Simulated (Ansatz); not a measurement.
# BFH5NSi: the cost of one run

All numbers are computed with Ansatz 0.2.0 through its Python package. Level of theory: PBE/def2-SVP.

### 1 The structure

Bond lengths: N1–Si2 1.726 Å, Si2–B3 1.919 Å, B3–F4 1.496 Å, N1–H5 1.087 Å, N1–H6 1.079 Å, Si2–H7 1.492 Å, Si2–H8 1.431 Å, B3–H9 1.221 Å. Angles: N1–Si2–B3 108.9°, N1–Si2–H7 109.0°, N1–Si2–H8 111.0°, B3–Si2–H7 109.3°, B3–Si2–H8 109.5°, H7–Si2–H8 109.1°, Si2–N1–H5 109.0°, Si2–N1–H6 110.0°, H5–N1–H6 102.7°, Si2–B3–F4 120.1°, Si2–B3–H9 122.7°, F4–B3–H9 116.9°.

bfh5nsi.xyz, read by the script:

```xyz
9

N    -0.65610    1.18390   -0.76170
Si    0.14480   -0.31980   -0.48520
B     0.63680   -0.43020    1.36680
F     1.45160   -1.58410    1.85810
H    -0.98410    1.22550   -1.79680
H    -1.58640    1.21210   -0.21580
H     1.37600   -0.37720   -1.32670
H    -0.70420   -1.42210   -0.82040
H     0.41010    0.46570    2.16460
```

### 2 Script

freq_bfh5nsi.py reads:

```python
import warnings

import ansatz as az
from ase import Atoms
from ase.thermochemistry import IdealGasThermo
import numpy as np


def main() -> None:
    warnings.simplefilter("ignore", az.DeckWarning)

    bfh5nsi = az.Crystal.molecule_from_extxyz("bfh5nsi.xyz")

    calc = (
        bfh5nsi.calculation()
        .basis(gaussian="def2-SVP")
        .functional("pbe")
    )
    symbols = [site.symbol for site in bfh5nsi.cartesian_sites]
    start = np.array([site.position_ang for site in bfh5nsi.cartesian_sites], dtype=float)
    rep = calc.relax(force_tolerance=0.003, max_steps=100).run(threads=1, backend="cpu").report
    end = np.array(rep["positions_ang"])

    print("bond        before    after (A)")
    for i, j in [(0, 1), (0, 4), (0, 5), (1, 2), (1, 6), (1, 7), (2, 3), (2, 8)]:
        d0, d1 = (np.linalg.norm(xyz[i] - xyz[j]) for xyz in (start, end))
        print(f"{symbols[i]}{i}-{symbols[j]}{j}".ljust(10), f"{d0:8.4f} {d1:8.4f}")

    minimum = az.Crystal.molecule()
    for symbol, xyz in zip(symbols, end):
        minimum = minimum.atom(symbol, xyz.tolist())
    vibrating = (
        minimum.calculation()
        .basis(gaussian="def2-SVP")
        .functional("pbe")
        .phonons(temperatures=(100, 500, 100))
    )
    vib = vibrating.run(threads=1, backend="cpu").report["vibrations"]
    sums = vib["harmonic_sums"]
    modes = [m["omega_inv_cm"] for m in sums["modes_at_gamma"] if m["rigid_motion"] == "no"]
    print("frequencies (1/cm):", " ".join(f"{w:.0f}" for w in modes))
    print("imaginary modes:", sum(w < 0 for w in modes), " zero-point energy:", round(sums["zero_point_energy_ev"], 4), "eV")
    gas = IdealGasThermo(vib_energies=[w / 8065.544 for w in modes if w > 0], geometry="linear" if len(modes) == 3 * len(symbols) - 5 else "nonlinear",
                         atoms=Atoms(symbols, positions=end), symmetrynumber=1, spin=0.0)
    print(f"H(298 K) - E = {gas.get_enthalpy(298.15, verbose=False):.4f} eV")
    print(f"S(298 K, 1 bar) = {96485.33 * gas.get_entropy(298.15, 1e5, verbose=False):.1f} J/(mol K) with symmetry number 1")


if __name__ == "__main__":
    main()
```

### 3 What the engine is handed

The engine receives this input (first run):

```yaml
crystal:
  periodic: [false, false, false]
  atoms:
    - { symbol: "N", position_ang: [-0.6561, 1.1839, -0.7617] }
    - { symbol: Si, position_ang: [0.1448, -0.3198, -0.4852] }
    - { symbol: B, position_ang: [0.6368, -0.4302, 1.3668] }
    - { symbol: F, position_ang: [1.4516, -1.5841, 1.8581] }
    - { symbol: H, position_ang: [-0.9841, 1.2255, -1.7968] }
    - { symbol: H, position_ang: [-1.5864, 1.2121, -0.2158] }
    - { symbol: H, position_ang: [1.376, -0.3772, -1.3267] }
    - { symbol: H, position_ang: [-0.7042, -1.4221, -0.8204] }
    - { symbol: H, position_ang: [0.4101, 0.4657, 2.1646] }
basis:
  gaussian:
    orbitals: def2-SVP
hamiltonian:
  xc: pbe
relax:
  f_tol: 0.003
  max_steps: 100
```

### 4 The run

Command:

```bash
python freq_bfh5nsi.py
```

Q: Estimate wall time and peak memory on 1 thread of Intel Xeon 6975P-C (Granite Rapids), shared host.

About 64 s, with a peak of 0.27 GiB.
